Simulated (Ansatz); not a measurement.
# CH4GeSe: how energies converge with the basis set

Aim: see how fast density functionals converge with the basis set for CH4GeSe.

The runs use Ansatz 0.2.0, Gaussian basis; one geometry, several basis sets.

Plan: PBE0-D4/def2-SVP; ωB97M-V/def2-SVP; PBE0-D4/def2-QZVPP; ωB97M-V/def2-QZVPP; the functionals' def2-TZVPP values are taken from earlier runs.

### Step 1. The relaxed structure

The geometry comes from an earlier relaxation with PBE0-D4 in a triple-zeta def2 set; it is a stationary point, not always the lowest conformer.

7 atoms, charge 0, spin multiplicity 1.

Atoms are counted from 1 here; the program's logs count them from 0.

Bond lengths: Ge1–C2 1.953 Å, Ge1–H4 1.530 Å, Ge1–H5 1.539 Å, Ge1–H6 1.539 Å, C2–Se3 1.750 Å, C2–H7 1.091 Å. Angles: C2–Ge1–H4 108.8°, C2–Ge1–H5 108.9°, C2–Ge1–H6 108.6°, H4–Ge1–H5 111.2°, H4–Ge1–H6 111.0°, H5–Ge1–H6 108.3°, Ge1–C2–Se3 124.7°, Ge1–C2–H7 117.4°, Se3–C2–H7 118.0°.

### Step 2. PBE0-D4 in def2-SVP

The input, in.yaml:

```yaml
crystal:
  periodic: [false, false, false]
  atoms:
    - {symbol: Ge, position_ang: [-0.693619, 0.316495, -0.335208]}
    - {symbol: C, position_ang: [0.987547, -0.313353, 0.433946]}
    - {symbol: Se, position_ang: [1.369592, -1.991492, 0.751735]}
    - {symbol: H, position_ang: [-1.570025, -0.894647, -0.661547]}
    - {symbol: H, position_ang: [-0.385206, 1.136298, -1.600819]}
    - {symbol: H, position_ang: [-1.384786, 1.240478, 0.683284]}
    - {symbol: H, position_ang: [1.737897, 0.438121, 0.682909]}
basis:
  gaussian: {orbitals: def2-SVP}
hamiltonian: {xc: pbe0, dispersion: d4}
output: {orbitals: {seedname: orbitals}}
```

The run is started by

```bash
> ansatz run in.yaml --threads 2 --pin off --events-out ev --progress --plain --max-ram 4352MiB
```

Output:

```text
Functional definition: PBE0
  name "PBE0"
  cite "Adamo & Barone, J. Chem. Phys. 110, 6158 (1999) doi:10.1063/1.478522"
  cite "Perdew, Burke & Ernzerhof, Phys. Rev. Lett. 77, 3865 (1996) doi:10.1103/PhysRevLett.77.3865"
  parent pbe
  parameter a = 0.25
  parameter kappa = 0.804
  parameter beta = 0.06672455060314922
  exchange = (1 - a)*pbe_x(kappa = kappa, mu = beta*pi^2/3) + a*exact_x
  correlation = pbe_c(beta = beta)
975 factors; integrals over basis functions are off by at most 1.4e-3 eV
mean field evaluation 1: about -122933.0885 eV, gradient 3.8e1 eV
mean field evaluation 2: about -122923.9993 eV, gradient 6.4e1 eV
mean field evaluation 4: about -122936.4934 eV, gradient 3.4e0 eV
mean field evaluation 8: about -122936.5501 eV, gradient 1.3e-1 eV
mean field evaluation 16: about -122936.5501 eV, gradient 4.9e-5 eV
mean field -122936.55013912 eV, -4517.8348882262 hartree, gradient 4.9e-5 eV, S^2 0.000000; 0 other end points of the search recorded, 0 dependent functions left out
reference -122936.55016430 eV, -4517.8348891515 hartree; 38, 38 occupied and 60, 60 virtual orbitals, 975 factors
Total energy: -122936.67542299 eV, -4517.8394923235 hartree
```

It took 1.8 s on 2 threads of Arm Neoverse V1, shared host.

### Step 3. ωB97M-V in def2-SVP

in.yaml, as its differences from that of step 2:

```diff
@@ -12,3 +12,3 @@
   gaussian: {orbitals: def2-SVP}
-hamiltonian: {xc: pbe0, dispersion: d4}
+hamiltonian: {xc: {name: wB97M-V}}
 output: {orbitals: {seedname: orbitals}}
```

Same command.

Output, shortened:

```text
Functional definition: wB97M-V
  name "wB97M-V"
  cite "Mardirossian & Head-Gordon, J. Chem. Phys. 144, 214110 (2016) doi:10.1063/1.4952647"
  cite "Becke, J. Chem. Phys. 107, 8554 (1997) doi:10.1063/1.475007"
  cite "Vydrov & Van Voorhis, J. Chem. Phys. 133, 244103 (2010) doi:10.1063/1.3521275"
  # Of w^i u^j: cxij and so on, Table III.
[...]
  gx(w, u) = 1 - cx + cx01*u + cx10*w
  gss(w, u) = css00 + css04*u^4 + css10*w + css20*w^2 + css43*w^4*u^3
  gos(w, u) = cos00 + cos10*w + (cos20 + cos21*u)*w^2 + (cos60 + cos61*u)*w^6
[...]
      + integral(e_c_pw_mod_opposite_spin*gos(b97_w_opposite, b97_u_opposite)) + vv10(b, c)
975 factors; integrals over basis functions are off by at most 1.4e-3 eV
241 factors; integrals over basis functions are off by at most 7.0e-6 eV
[...]
mean field -122945.19799675 eV, -4518.1526911321 hartree, gradient 3.0e-5 eV, S^2 0.000000; 0 other end points of the search recorded, 0 dependent functions left out
reference -122945.19803595 eV, -4518.1526925727 hartree; 38, 38 occupied and 60, 60 virtual orbitals, 975 factors
Total energy: -122945.19803595 eV, -4518.1526925727 hartree
```

Run time: 7 s. Hardware: 2 threads of Arm Neoverse V1, shared host.

### Step 4. PBE0-D4 in def2-QZVPP

in.yaml, as its differences from that of step 3:

```diff
@@ -11,4 +11,4 @@
 basis:
-  gaussian: {orbitals: def2-SVP}
-hamiltonian: {xc: {name: wB97M-V}}
+  gaussian: {orbitals: "def2-QZVPP.json"}
+hamiltonian: {xc: pbe0, dispersion: d4}
 output: {orbitals: {seedname: orbitals}}
```

Same command.

Output:

```text
Functional definition: PBE0
  name "PBE0"
  cite "Adamo & Barone, J. Chem. Phys. 110, 6158 (1999) doi:10.1063/1.478522"
  cite "Perdew, Burke & Ernzerhof, Phys. Rev. Lett. 77, 3865 (1996) doi:10.1103/PhysRevLett.77.3865"
  parent pbe
  parameter a = 0.25
  parameter kappa = 0.804
  parameter beta = 0.06672455060314922
  exchange = (1 - a)*pbe_x(kappa = kappa, mu = beta*pi^2/3) + a*exact_x
  correlation = pbe_c(beta = beta)
1537 factors; their error is unknown
mean field evaluation 1: about -122948.9625 eV, gradient 5.3e1 eV
mean field evaluation 2: about -122933.0100 eV, gradient 9.0e1 eV
mean field evaluation 4: about -122955.1557 eV, gradient 5.2e0 eV
mean field evaluation 8: about -122955.5148 eV, gradient 4.5e-1 eV
mean field evaluation 16: about -122955.5148 eV, gradient 2.4e-5 eV
mean field -122955.51482957 eV, -4518.5318277454 hartree, gradient 2.4e-5 eV, S^2 0.000000; 0 other end points of the search recorded, 0 dependent functions left out
reference -122955.51486481 eV, -4518.5318290404 hartree; 38, 38 occupied and 317, 317 virtual orbitals, 1537 factors
Total energy: -122955.64012350 eV, -4518.5364322124 hartree
```

Wall time 11 s (2 threads of Arm Neoverse V1, shared host); peak memory 1.2 GiB.

### Step 5. ωB97M-V in def2-QZVPP

in.yaml, as its differences from that of step 4:

```diff
@@ -12,3 +12,3 @@
   gaussian: {orbitals: "def2-QZVPP.json"}
-hamiltonian: {xc: pbe0, dispersion: d4}
+hamiltonian: {xc: {name: wB97M-V}}
 output: {orbitals: {seedname: orbitals}}
```

The command is unchanged.

Output, shortened:

```text
Functional definition: wB97M-V
  name "wB97M-V"
  cite "Mardirossian & Head-Gordon, J. Chem. Phys. 144, 214110 (2016) doi:10.1063/1.4952647"
  cite "Becke, J. Chem. Phys. 107, 8554 (1997) doi:10.1063/1.475007"
  cite "Vydrov & Van Voorhis, J. Chem. Phys. 133, 244103 (2010) doi:10.1063/1.3521275"
  # Of w^i u^j: cxij and so on, Table III.
[...]
  gx(w, u) = 1 - cx + cx01*u + cx10*w
  gss(w, u) = css00 + css04*u^4 + css10*w + css20*w^2 + css43*w^4*u^3
  gos(w, u) = cos00 + cos10*w + (cos20 + cos21*u)*w^2 + (cos60 + cos61*u)*w^6
[...]
      + integral(e_c_pw_mod_opposite_spin*gos(b97_w_opposite, b97_u_opposite)) + vv10(b, c)
1500 factors; their error is unknown
294 factors; integrals over basis functions are off by at most 2.5e-5 eV
[...]
mean field -122964.11752884 eV, -4518.8479711124 hartree, gradient 1.8e-5 eV, S^2 0.000000; 0 other end points of the search recorded, 0 dependent functions left out
reference -122964.11758399 eV, -4518.8479731392 hartree; 38, 38 occupied and 317, 317 virtual orbitals, 1500 factors
Total energy: -122964.11758399 eV, -4518.8479731392 hartree
```

Run time: 27 s. Hardware: 2 threads of Arm Neoverse V1, shared host; peak memory 1.3 GiB.

### Step 6. Functionals by basis

The def2-TZVPP values come from earlier runs at the same geometry.

| functional | basis | functions | energy (eV) | from the largest (eV) | HOMO (eV) | LUMO (eV) |
| --- | --- | --- | --- | --- | --- | --- |
| PBE0-D4 | def2-SVP | 98 | -122936.6754 | 18.965 | -6.12 | -2.80 |
| PBE0-D4 | def2-TZVPP | 183 | -122952.9831 | 2.657 | -6.25 | -2.91 |
| PBE0-D4 | def2-QZVPP | 355 | -122955.6401 | 0.000 | -6.27 | -2.93 |
| ωB97M-V | def2-SVP | 98 | -122945.1980 | 18.920 | -8.25 | -0.63 |
| ωB97M-V | def2-TZVPP | 183 | -122961.5318 | 2.586 | -8.39 | -0.81 |
| ωB97M-V | def2-QZVPP | 355 | -122964.1176 | 0.000 | -8.41 | -0.84 |

### Step 7. Summary of results

```
                                       quantity           value
PBE0-D4: double and triple zeta above quadruple  18.96, 2.66 eV
ωB97M-V: double and triple zeta above quadruple  18.92, 2.59 eV
```

What this shows: PBE0-D4 gains 16.31 eV from double to triple zeta, then 2.66 eV more. These are total energies; as a rule much of such shifts cancels in differences, which this series doesn't test.

For PBE0-D4 the largest set took about 6 times as long as the smallest (11 s against 1.8 s).
